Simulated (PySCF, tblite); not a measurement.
**CH11NSSi3, a small molecule taken as a stand-in for a surface group (Si site with back bonds C, [H], S[SiH3]): NMR shifts, core binding energies and electronic excitations**

Wanted: the NMR shifts, core binding energies and electronic excitations for `C[SiH](N[SiH3])S[SiH3]`.

Computed with tblite 0.8.0 and PySCF 2.14.0; each step states its level. No surroundings beyond the atoms listed, unless a continuum is named. Atoms count from 0, parts from 1.

### Step 1. Starting point

17 atoms, charge 0, multiplicity 1; geometry: distance geometry start.

### Step 2. Geometry optimisation with GFN2-xTB

The job: settings as JSON, then the geometry in Å.

```
{"job": {"kind": "relax", "xc": "GFN2-xTB", "basis": "xTB"}, "charge": 0, "multiplicity": 1}
Si    -0.823806    -0.536459     0.126444
C     -2.094227    -0.952811    -1.111227
S      1.067046    -0.238772    -0.871285
Si     1.416070     1.085126    -2.535265
N     -1.280467     0.995284     0.998262
Si    -2.404708     0.801521     2.416096
H     -0.691877    -1.600733     1.079898
H     -2.535867    -1.870027    -0.886049
H     -1.678436    -1.055065    -2.038111
H     -2.854452    -0.218744    -1.108112
H      0.298066     1.961028    -2.686224
H      1.584429     0.332872    -3.702582
H      2.572768     1.867691    -2.275724
H     -1.466149     1.817728     0.386666
H     -2.517353    -0.562340     2.742942
H     -3.683197     1.332366     2.059979
H     -1.886652     1.509853     3.525824
```

Method: GFN2-xTB geometry optimisation, gas phase.

Command:

```
$ OMP_NUM_THREADS=1 python cluster_run.py task.json out
```

One launch serves the whole session: the jobs run in the order shown.

**Question.** The jobs that follow are: PBE0-D3(BJ)/def2-SVP geometry optimisation, gas phase; GIAO PBE0/pcSseg-1 NMR shielding, non-relativistic, gas phase; delta-SCF UKS SCAN, pcX-2 on the ionised atom, pcseg-1 elsewhere, spin-free X2C; TDDFT CAM-B3LYP/def2-SVPD, vertical, gas phase, core orbitals frozen in the response. Predict: point group; rotational constants (main isotopes); $^{13}$C shifts against TMS (PBE0/pcSseg-1); $^{1}$H shifts against TMS (PBE0/pcSseg-1); $^{29}$Si shifts against TMS (PBE0/pcSseg-1); $^{33}$S shifts against CS2 (PBE0/pcSseg-1); $^{15}$N shifts against NH3 (PBE0/pcSseg-1); Si2p binding energies, SCAN/pcX-2 (standing for 2 of 3 atoms); C1s binding energies, SCAN/pcX-2; S2p binding energies, SCAN/pcX-2; N1s binding energies, SCAN/pcX-2; lowest singlet (CAM-B3LYP/def2-SVPD); brightest single state of those computed; lowest triplet; vertical ionisation energy (ΔSCF).

**Answer**, as computed:

| quantity | value |
| --- | --- |
| point group | C1 |
| rotational constants (main isotopes) | 1.93, 1.01, 0.80 GHz |
| $^{13}$C shifts against TMS (PBE0/pcSseg-1) | -1.9 ppm |
| $^{1}$H shifts against TMS (PBE0/pcSseg-1) | 5.41, 4.71, 4.62, 4.61, 4.60, 4.60, 4.52, 0.82, 0.54, 0.28, -0.04 ppm |
| $^{29}$Si shifts against TMS (PBE0/pcSseg-1) | 1.0, -54.0, -56.0 ppm |
| $^{33}$S shifts against CS2 (PBE0/pcSseg-1) | -266 ppm |
| $^{15}$N shifts against NH3 (PBE0/pcSseg-1) | 19.7 ppm |
| Si2p binding energies, SCAN/pcX-2 (standing for 2 of 3 atoms) | Si0 107.30, Si3 107.26 eV |
| C1s binding energies, SCAN/pcX-2 | C1 290.34 eV |
| S2p binding energies, SCAN/pcX-2 | S2 168.78 eV |
| N1s binding energies, SCAN/pcX-2 | N4 404.29 eV |
| lowest singlet (CAM-B3LYP/def2-SVPD) | 6.15 eV (202 nm), f = 0.014 |
| brightest single state of those computed | state 5, 7.09 eV, f = 0.060 |
| lowest triplet | 5.78 eV |
| vertical ionisation energy (ΔSCF) | 9.20 eV |

**Reading.** The start of the PBE0/def2-SVP relaxation was shaken at random by about 0.01 Å, so part of the energy gained, and of the first lengths quoted, undoes that. Over 21 steps the energy fell by 0.366 eV; of the close pairs, Si3–H12 changed most, 1.406 to 1.491 Å (PBE0/def2-SVP). Hydrogens of an XH3 group are listed apart at this fixed geometry; free rotation makes them one line at their mean. At PBE0/pcSseg-1: The widest tensor belongs to S2: span 197 ppm, with a paramagnetic part of -299 ppm. At SCAN/pcX-2: the Si2p levels computed lie within 0.04 eV of one another, too close to rank. Only 2 of the 3 Si atoms are covered by sound results. The lowest singlet, at 6.15 eV, is HOMO→LUMO+1 0.53, HOMO→LUMO 0.27 and is weak; of the 6 states computed, the strongest absorption comes from state 5 at 7.09 eV (the last state computed absorbs too, and its partners may lie past the list). The lowest triplet lies 0.37 eV below the lowest singlet (triplets in Tamm-Dancoff, singlets in full TDDFT). ΔSCF puts the ionisation energy at 9.20 eV, 0.66 eV above −ε(HOMO). A capped cluster stands for the solid here, so long-range fields and strain are missing, and bands or shifts of the capping hydrogens have no counterpart in it.
